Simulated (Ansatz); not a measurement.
# Cl3H4NSn: the cost of one run

Program: Ansatz 0.2.0. Level of theory: RKS PBE/def2-SVP. These are calculated values, not measurements.

## Step 1: The starting structure

Bond lengths: Sn1–Cl3 2.410 Å, Sn1–Cl4 2.408 Å, Sn1–Cl5 2.408 Å, Sn1–N6 2.400 Å, N6–H7 1.060 Å, N6–H8 1.060 Å. Angles: Cl3–Sn1–Cl4 109.5°, Cl3–Sn1–Cl5 109.5°, Cl3–Sn1–N6 178.9°, Cl4–Sn1–Cl5 109.5°, Cl4–Sn1–N6 70.0°, Cl5–Sn1–N6 70.0°, Sn1–N6–H7 120.0°, Sn1–N6–H8 120.0°, H7–N6–H8 120.0°.

As a file:

```xyz
9

Sn    0.0000    0.0000    0.0000
H     0.0000    0.0000    2.0900
Cl    2.2726    0.0000   -0.8025
Cl   -1.1351    1.9666   -0.8025
Cl   -1.1351   -1.9666   -0.8025
N    -2.2776    0.0000    0.7568
H    -2.9976   -0.6071    0.2705
H    -2.5634    0.6071    1.5773
H    -1.0919    0.0000    1.9721
```

## Step 2: A restrained relaxation towards end A

Springs on the bonds that form and break draw the guess towards this end; the thresholds are loose.

input.yaml

```yaml
crystal:
  periodic: [false, false, false]
  atoms:
    - { symbol: Sn, position_ang: [0.0, 0.0, 0.0] }
    - { symbol: H, position_ang: [0.0, 0.0, 2.09] }
    - { symbol: Cl, position_ang: [2.2726, 0.0, -0.8025] }
    - { symbol: Cl, position_ang: [-1.1351, 1.9666, -0.8025] }
    - { symbol: Cl, position_ang: [-1.1351, -1.9666, -0.8025] }
    - { symbol: "N", position_ang: [-2.2776, 0.0, 0.7568] }
    - { symbol: H, position_ang: [-2.9976, -0.6071, 0.2705] }
    - { symbol: H, position_ang: [-2.5634, 0.6071, 1.5773] }
    - { symbol: H, position_ang: [-1.0919, 0.0, 1.9721] }
basis:
  gaussian: { orbitals: def2-SVP }
hamiltonian:
  xc: pbe
relax:
  f_tol: 0.15
  max_steps: 25
  restrain:
    - { distance: [0, 5], at: 3.3, k: 30.0 }
    - { distance: [8, 1], at: 1.86, k: 30.0 }
    - { distance: [0, 1], at: 1.74, k: 30.0 }
    - { distance: [8, 5], at: 1.06, k: 30.0 }
```

The run is started by

```bash
ansatz run input.yaml --threads 2 --pin off --max-ram 3072MiB --backend cpu --events-out ev --progress --plain --runs-dir out
```

What time and memory should one allow on 2 threads of Arm Neoverse V1, shared host?

About 31 s, with a peak of 0.17 GiB.
